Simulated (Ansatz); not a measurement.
# B2O: the cost of one run

Method: DFT PBEsol, scalar-relativistic, plane waves, PAW, in Ansatz 0.2.0.

2 further runs of the same task are left out: 2 set aside as unsound or not needed.

## Step 1: The starting structure

Symmetry: P-3m1, No. 164, trigonal system. Conventional cell: a = 2.522 Å, b = 2.522 Å, c = 10.196 Å, α = 90.00°, β = 90.00°, γ = 120.00°. Around B (site symmetry 3m) lie 3 O at 1.56 Å and 1 B at 1.75 Å. B (site symmetry 3m) is surrounded by 3 B at 1.59 Å. Around O (site symmetry 3m) lie 3 B at 1.56 Å.

Structure file:

```
CELL_PARAMETERS angstrom
2.52229 0.00000 0.00000
-1.26114 2.18436 0.00000
0.00000 0.00000 10.19573
ATOMIC_POSITIONS crystal
B 0.00000 0.00000 0.41417
B 0.00000 0.00000 0.58583
B 0.66667 0.33333 0.03093
B 0.33333 0.66667 0.96907
O 0.66667 0.33333 0.35962
O 0.33333 0.66667 0.64038
```

It is the result of an earlier relaxation at this level (volume 9.36 Å³/atom; gap on the mesh: none (metal)).

## Step 2: Static run: bands, density of states and charges

Input file input.yaml:

```yaml
crystal:
  lattice:
    - [2.8790012395, 0.0, 0.0]
    - [-1.4395006198, 2.4932882109, 0.0]
    - [0.0, 0.0, 7.052]
  atoms:
    - { symbol: B, position: [0.0, 0.0, 0.38] }
    - { symbol: B, position: [0.0, 0.0, 0.62] }
    - { symbol: B, position: [0.6666666667, 0.3333333333, 0.023] }
    - { symbol: B, position: [0.3333333333, 0.6666666667, 0.977] }
    - { symbol: O, position: [0.6666666667, 0.3333333333, 0.306], spin: 1.0 }
    - { symbol: O, position: [0.3333333333, 0.6666666667, 0.694], spin: 1.0 }
basis:
  ecutwfc: 420
kpoints:
  mp_grid: { grid: [6, 6, 4] }
hamiltonian:
  xc: pbesol
scf:
  occupations: { method: gaussian, width: 0.1 }
  lower_state_search: "off"
output:
  forces: true
  stress: true
  eigenvalues: true
  populations: true
magnetization:
  spin_polarized: true
```

Command:

```
ansatz run input.yaml --threads 1 --pin off --max-ram 2560MiB --backend cpu --events-out ev --progress --plain --runs-dir out
```

**Question.** How long does this run take on 1 thread of Arm Neoverse V1, shared host, and how much memory does it need?

About 6.3 s, with a peak of 0.3 GiB.
